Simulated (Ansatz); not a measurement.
What does this script print? It uses the Python package of Ansatz (0.2.0).

`vcrelax_snf3.py`
```python
"""Relax cell and ions of SnF3."""

import ansatz as az
from ase import Atoms
from ase.data import atomic_numbers
from ase.neighborlist import neighbor_list
import numpy as np
import spglib

KGRID = (2, 2, 2)
OCCUPATIONS = "methfessel_paxton"
WIDTH_EV = 0.3
EXTRA_BANDS = 8

def edges_and_angles(cell):
    cell = np.asarray(cell)
    a, b, c = np.linalg.norm(cell, axis=1)
    cosines = cell[1] @ cell[2] / (b * c), cell[0] @ cell[2] / (a * c), cell[0] @ cell[1] / (a * b)
    return (a, b, c, *np.degrees(np.arccos(cosines)))

lattice = az.Lattice.of(
    (0.0, 4.1605, 4.1605),
    (4.1605, 0.0, 4.1605),
    (4.1605, 4.1605, 0.0),
)
sites = [
    ("Sn", (0.0, 0.0, 0.0)),
    ("Sn", (0.5, 0.5, 0.5)),
    ("F", (0.724, 0.276, 0.276)),
    ("F", (0.276, 0.724, 0.276)),
    ("F", (0.276, 0.724, 0.724)),
    ("F", (0.724, 0.276, 0.724)),
    ("F", (0.276, 0.276, 0.724)),
    ("F", (0.724, 0.724, 0.276)),
]
cell = az.Crystal(lattice=lattice)
for symbol, position in sites:
    cell = cell.atom(symbol, position)

# part of the cell is held
setup = (
    cell.calculation()
    .functional(az.Functional.R2SCAN)
    .accuracy("medium")
    .kpoints(*KGRID, shift=0.5)
    .occupations(OCCUPATIONS, width=WIDTH_EV)
    .scf(extra_bands=EXTRA_BANDS)
    .relax(fix_cell=["c/a", "angles"])
)
steps = []


def collect(event):
    if event["event"] == "relax_step":
        steps.append(event["data"])


res = setup.session().plan().execute(on_event=collect)
report = res.report
for s in steps:
    flag = "" if s["accepted"] else "  (rejected)"
    print("step %2d  E = %.5f eV  largest force component = %.4f eV/A%s" % (s["step"], s["lagrangian_ev"], s["allowed_force_max_ev_ang"], flag))

first, last = steps[0], steps[-1]
symbols = [site.symbol for site in res.lattice.sites]
print(f"energy gained {first['lagrangian_ev'] - last['lagrangian_ev']:.4f} eV in {len(steps) - 1} steps")
for label, vectors in (("before", first["cell_ang"]), ("after", res.lattice.cell_ang)):
    print(label, "a b c (A) {:.4f} {:.4f} {:.4f}  angles {:.2f} {:.2f} {:.2f}".format(*edges_and_angles(vectors)), f" V = {abs(np.linalg.det(vectors)):.3f} A^3")
print("final stress xx yy zz (GPa, compression positive):", np.round(np.diag(report["stress_gpa"]), 3) + 0.0)

final = Atoms(symbols, positions=last["positions_ang"], cell=res.lattice.cell_ang, pbc=True)
i, j, d = neighbor_list("ijd", final, 4.5)
print("neighbours within 1.2 times the shortest distance of each atom (A)")
for atom in range(len(final)):
    near = [m for m in np.argsort(d) if i[m] == atom]
    shell = [m for m in near if d[m] < 1.2 * d[near[0]]]
    print(f"{symbols[atom]}{atom} ({len(shell)}):", ", ".join(f"{symbols[j[m]]} {d[m]:.3f}" for m in shell))

fractions = [site.position_frac for site in res.lattice.sites]
numbers = [atomic_numbers[s] for s in symbols]
for tolerance in (1e-3, 1e-2, 1e-1):
    print(f"space group at {tolerance} A:", spglib.get_spacegroup((res.lattice.cell_ang, fractions, numbers), symprec=tolerance))

print("relaxed fractional positions")
for site in res.lattice.sites:
    print(f"  {site.symbol:2s}", " ".join(f"{v % 1:8.5f}" for v in np.round(site.position_frac, 5)))

energy = report["free_energy_ev"]
print("SnF3: {:.6f} eV = {:.6f} Ry = {:.6f} Ha".format(energy, energy / 13.605693, energy / 27.211386))
print("Fermi level {:.4f} eV, {} k-points, {} symmetry operations".format(report["fermi_energy_ev"], report["n_kpoints"], report["n_symmetry_ops"]))
```

```console
$ python vcrelax_snf3.py
DeckWarning: basis.ecutwfc = 500 eV, auto-derived from the records' recommended cutoffs: set by Sn (their level for a meta-GGA)
DeckWarning: crystal.symmetry: narrowed to the stabiliser of the fixed cell quantities (relax.cell.fix) — unitary ops 48 → 4. The narrowing is safe, since a smaller group never makes results wrong: the run goes on under it, on as many k-points as the starting group would need, or more. Excluded: 44 operations that would move a fixed cell quantity at a test strain (relax.cell.fix fixes alpha, beta, gamma, c/a). The cell can leave their symmetry as it relaxes.
step  1  E = -16937.82572 eV  largest force component = 2.5940 eV/A
step  2  E = -16938.90428 eV  largest force component = 0.6316 eV/A
step  3  E = -16938.95383 eV  largest force component = 0.1175 eV/A
step  4  E = -16938.95576 eV  largest force component = 0.0086 eV/A
step  5  E = -16938.96416 eV  largest force component = 0.0069 eV/A
energy gained 1.1384 eV in 4 steps
before a b c (A) 5.8838 5.8838 5.8838  angles 60.00 60.00 60.00  V = 144.035 A^3
after a b c (A) 6.1551 6.1551 6.1551  angles 60.00 60.00 60.00  V = 164.892 A^3
final stress xx yy zz (GPa, compression positive): [-0.027 -0.027 -0.027]
neighbours within 1.2 times the shortest distance of each atom (A)
Sn0 (6): F 2.374, F 2.374, F 2.374, F 2.374, F 2.374, F 2.374
Sn1 (6): F 1.979, F 1.979, F 1.979, F 1.979, F 1.979, F 1.979
F2 (2): Sn 1.979, Sn 2.374
F3 (2): Sn 1.979, Sn 2.374
F4 (2): Sn 1.979, Sn 2.374
F5 (2): Sn 1.979, Sn 2.374
F6 (2): Sn 1.979, Sn 2.374
F7 (2): Sn 1.979, Sn 2.374
space group at 0.001 A: R-3m (166)
space group at 0.01 A: Fm-3m (225)
space group at 0.1 A: Fm-3m (225)
relaxed fractional positions
  Sn  0.00000  0.00000  0.00000
  Sn  0.50000  0.50000  0.50000
  F   0.72798  0.27271  0.27271
  F   0.27271  0.72798  0.27271
  F   0.27202  0.72729  0.72729
  F   0.72729  0.27202  0.72729
  F   0.27271  0.27271  0.72798
  F   0.72729  0.72729  0.27202
SnF3: -16938.964159 eV = -1244.990914 Ry = -622.495457 Ha
Fermi level 2.9406 eV, 3 k-points, 4 symmetry operations
```
(Warnings from the package without file and line.)

Notes:
- The settings weren't tested for convergence.
- The k-point mesh is coarse, and energy and stress weren't tested for convergence.
- The zero of the levels is a convention of the potentials, so an absolute Fermi energy is no work function.
- Energies along a relaxation are free energies. Rows at an unchanged volume are solved on a plane-wave basis chosen afresh for that cell, so the energy jumps there and such rows are no steps of the walk.
- Edges and angles are those of the cell as typed, here a primitive one, not of the conventional cell.
- Of the deposited cell: it was measured well above room temperature.
- In a crystal with a gap the Fermi level's place inside it depends on smearing and mesh.
- The starting cell is as deposited in a crystallographic database; the results hold for this polymorph, which needn't be the stable one.
- Hardware and time: 12 s on 1 thread of AMD EPYC 9R45 96-Core Processor (Zen 5) (shared host), peak memory 0.89 GiB.

(Lines on the test bed's own set-up are left out of the output.)
